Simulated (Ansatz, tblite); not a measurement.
**The cluster Be12+: rung by rung**

Aim: run the doublet of the cluster Be12+ at one geometry on many levels, and compare frontier levels, spin and run time.

The runs use Ansatz 0.2.0, Gaussian basis; as each input shows.

Levels to be run: GFN1-xTB, GFN2-xTB, PBE/def2-TZVP, r2SCAN/def2-TZVP, PBE-QIDH/def2-TZVP, B3LYP/def2-TZVP, LDA/def2-TZVP, PBE/def2-SVP, PBE0/def2-SVP, HF/STO-3G, MP2/def2-TZVP.

7 further runs of the same task are left out: 2 that didn't finish, 5 set aside as unsound or not needed. Runs told in other sessions of the task aren't counted.

## Step 1: The geometry

The geometry is that of the doublet, from an earlier relaxation (PBE0/def2-SVP). At that level it is the lowest of the isomers that a small search found.

12 atoms, charge 1, spin multiplicity 2.

Bond lengths: Be1–Be5 2.163 Å, Be1–Be6 2.189 Å, Be1–Be8 2.127 Å, Be1–Be10 2.115 Å, Be1–Be11 2.207 Å, Be1–Be12 2.087 Å, Be2–Be3 2.185 Å, Be2–Be4 2.118 Å, Be2–Be6 2.237 Å, Be2–Be9 2.175 Å, Be2–Be11 2.210 Å, Be2–Be12 2.052 Å, Be3–Be4 2.106 Å, Be3–Be5 2.096 Å, Be3–Be7 2.184 Å, Be3–Be9 2.149 Å, Be3–Be10 2.204 Å, Be4–Be7 2.122 Å and more. Angles: Be5–Be1–Be6 115.9°, Be5–Be1–Be8 59.6°, Be5–Be1–Be10 60.3°, Be5–Be1–Be11 92.0°, Be5–Be1–Be12 145.3°, Be6–Be1–Be8 161.3°, Be6–Be1–Be10 58.6°, Be6–Be1–Be11 103.8°, Be6–Be1–Be12 60.2°, Be8–Be1–Be10 119.9°, Be8–Be1–Be11 59.9°, Be8–Be1–Be12 111.9°, Be10–Be1–Be11 121.7°, Be10–Be1–Be12 116.1°, Be11–Be1–Be12 59.3°, Be3–Be2–Be4 58.6°, Be3–Be2–Be6 87.7°, Be3–Be2–Be9 59.0° and more.

The ion is computed in the gas phase, without counter-ions or solvent.

PBE0/def2-TZVP was run before; its log isn't repeated, and its numbers join the tables.

## Step 2: GFN1-xTB

Tight binding, by tblite at 300 K electronic temperature and without a spin-polarisation term:

```python
tblite.interface.Calculator('GFN1-xTB', numbers, positions, charge=1, uhf=1).singlepoint()
```

Energy -234.6236 eV; 0.007 s.

## Step 3: GFN2-xTB

Tight binding, by tblite at 300 K electronic temperature and without a spin-polarisation term:

```python
tblite.interface.Calculator('GFN2-xTB', numbers, positions, charge=1, uhf=1).singlepoint()
```

Energy -191.4647 eV; 0.044 s.

## Step 4: PBE/def2-TZVP

start.molden holds the orbitals of an earlier run on this state, given as this run's starting guess.

File in.yaml:

```yaml
crystal:
  periodic: [false, false, false]
  atoms:
    - {symbol: Be, position_ang: [0.006535, 0.339238, 1.334247]}
    - {symbol: Be, position_ang: [-0.649672, -1.455942, -0.534548]}
    - {symbol: Be, position_ang: [0.824350, 0.036487, -1.147535]}
    - {symbol: Be, position_ang: [-1.093284, -0.009662, -2.016454]}
    - {symbol: Be, position_ang: [1.221325, 1.655769, 0.122042]}
    - {symbol: Be, position_ang: [0.572292, -1.775554, 1.311147]}
    - {symbol: Be, position_ang: [-0.402791, 1.841114, -1.242070]}
    - {symbol: Be, position_ang: [-0.745143, 2.231324, 0.717832]}
    - {symbol: Be, position_ang: [1.478486, -1.904865, -0.499671]}
    - {symbol: Be, position_ang: [1.937445, -0.277092, 0.728569]}
    - {symbol: Be, position_ang: [-1.675086, 0.450619, -0.089983]}
    - {symbol: Be, position_ang: [-1.474455, -1.131437, 1.316415]}
basis:
  gaussian: {orbitals: def2-TZVP, initial_orbitals: start.molden}
total_charge: 1
magnetization: {spin_polarized: true, initial_magnetization: 1}
hamiltonian: {xc: pbe}
scf: {omitted_lower_state_checks: [starts]}
output: {forces: true, orbitals: {seedname: orbitals}}
```

Started as:

```
$ ansatz run in.yaml --threads 4 --pin off --events-out ev --progress --plain --max-ram 4787MiB
```

The runs that follow: r2SCAN/def2-TZVP; PBE-QIDH/def2-TZVP; B3LYP/def2-TZVP; LDA/def2-TZVP; PBE/def2-SVP; PBE0/def2-SVP; HF/STO-3G; MP2/def2-TZVP.

Before running them: what should the planned runs give, taken together? Wanted: gap in def2-TZVP, named functionals, smallest and largest; correlation energy, MP2/def2-TZVP; ⟨S²⟩ in def2-TZVP, named functionals, smallest and largest; PBE0 total energy, smallest basis above largest.

As calculated:

| quantity | value |
| --- | --- |
| gap in def2-TZVP, named functionals, smallest and largest | 0.27 eV (LDA), 1.82 eV (PBE0) |
| correlation energy, MP2/def2-TZVP | -25.02 eV |
| ⟨S²⟩ in def2-TZVP, named functionals, smallest and largest | 0.757, 0.788 |
| PBE0 total energy, smallest basis above largest | 4.99 eV (def2-SVP, def2-TZVP) |

In words: Over the named functionals in def2-TZVP the gap runs from 0.27 eV (LDA) to 1.82 eV (PBE0); exact exchange widens it. Over the named functionals in def2-TZVP spin contamination reaches 0.04 (r2SCAN), which is small.
